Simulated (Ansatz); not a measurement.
Crystal: PtSe.

```
Pt Se
1.0
     3.70187    0.00000    0.00000
    -1.85094    3.20591    0.00000
     0.00000    0.00000    3.61284
Pt Se
1 1
Direct
  0.00000 0.00000 0.00000
  0.66667 0.33333 0.50000
```

The cell comes from a database or a generator and needn't be the stable form of this composition.

* Program: Ansatz 0.2.0
* Task: relaxation of cell and atoms
* Functional: PBEsol0
* Potentials or basis: Ansatz PAW
* Cutoff: 420 eV (not typed: the program's choice for these potentials)
* k mesh: 4 × 4 × 4
* Occupations: fermi-dirac, width 0.05 eV
* Spin: no spin polarisation

At the start: volume 21.44 Å³/atom.

Where does the relaxation end?

It ends after 7 steps and the volume is 17.85 Å³/atom (-16.7 %); space group P-6m2 (No. 187, to 0.05 Å).

The path:
| step | energy change (eV) | largest force (eV/Å) | volume (Å³) |
| --- | --- | --- | --- |
| 1 | 0.0000 | 0.0000 | 42.88 |
| 2 | -0.4618 | 0.0000 | 37.90 |
| 3 | -0.5105 | 0.0000 | 34.53 |
| 4 | -0.5301 | 0.0000 | 35.68 |
| 5 | -0.5302 | 0.0000 | 35.69 |
| 6 | -0.5302 | 0.0000 | 35.70 |
| 7 | -0.5282 | 0.0000 | 35.70 |

Final structure:
```xyz
2
Lattice="3.5209 0.0000 0.0000 -1.7604 3.0492 0.0000 0.0000 0.0000 3.3249" Properties=species:S:1:pos:R:3 pbc="T T T"
Pt    0.0000    0.0000    0.0000
Se    1.7604    1.0164    1.6625
```

Caveat: the k mesh is coarse (spacing up to 0.49 Å⁻¹), so the values aren't converged, least of all with exact exchange; the volume moved by over 15 % at a fixed basis, so the end points are rough; the plane-wave basis is chosen anew once the cell has moved, so the energies of steps on either side of that aren't comparable; the PAW data sets come from PBE, with cores solved anew for the run's functional, which leaves a small shift of forces and pressure.
